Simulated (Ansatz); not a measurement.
# GeBr (quartet): from a generated start to a stationary point

Where does this start of GeBr (quartet) end when it is relaxed?

Computed with Ansatz 0.2.0, Gaussian basis. Level: UKS PBE0/def2-TZVP.

### Step 1. Where the work starts

2 atoms, charge 0, spin multiplicity 4.

Atoms are counted from 1 here; the program's logs count them from 0.

Bond lengths: Ge1–Br2 2.232 Å.

The start is set by covalent radii. Sticks and bond lists go by distance. No spin-orbit coupling is included. 

### Step 2. Relaxation

The input, in.yaml:

```yaml
crystal:
  periodic: [false, false, false]
  atoms:
    - {symbol: Ge, position_ang: [0.000000, 0.000000, 0.000000]}
    - {symbol: Br, position_ang: [0.000000, 0.000000, 2.232000]}
basis:
  gaussian: {orbitals: def2-TZVP}
magnetization: {spin_polarized: true, initial_magnetization: 3}
hamiltonian: {xc: pbe0}
relax: {f_tol: 0.004, max_steps: 80}
```

Run with:

```
> ansatz run in.yaml --threads 1 --pin off --events-out ev --progress --plain --max-ram 2176MiB
```

Q: Predict the outcome of this session. Wanted: energy gained; shift from the start; total energy; dipole moment; ⟨S²⟩.

**Answer**, as computed:

| quantity | value |
| --- | --- |
| steps | 4 |
| energy gained | 0.071 eV |
| shift from the start (rms) | 0.059 Å |
| total energy | -126546.2031 eV |
| dipole moment | 0.34 D |
| ⟨S²⟩ | 3.755 |

In words: The bonds of the start are those of the end. Ge1–Br2 went from 2.232 to 2.350 Å. No vibrations were run, so this is a stationary point, not a proven minimum, and this spin need not be the ground state's.
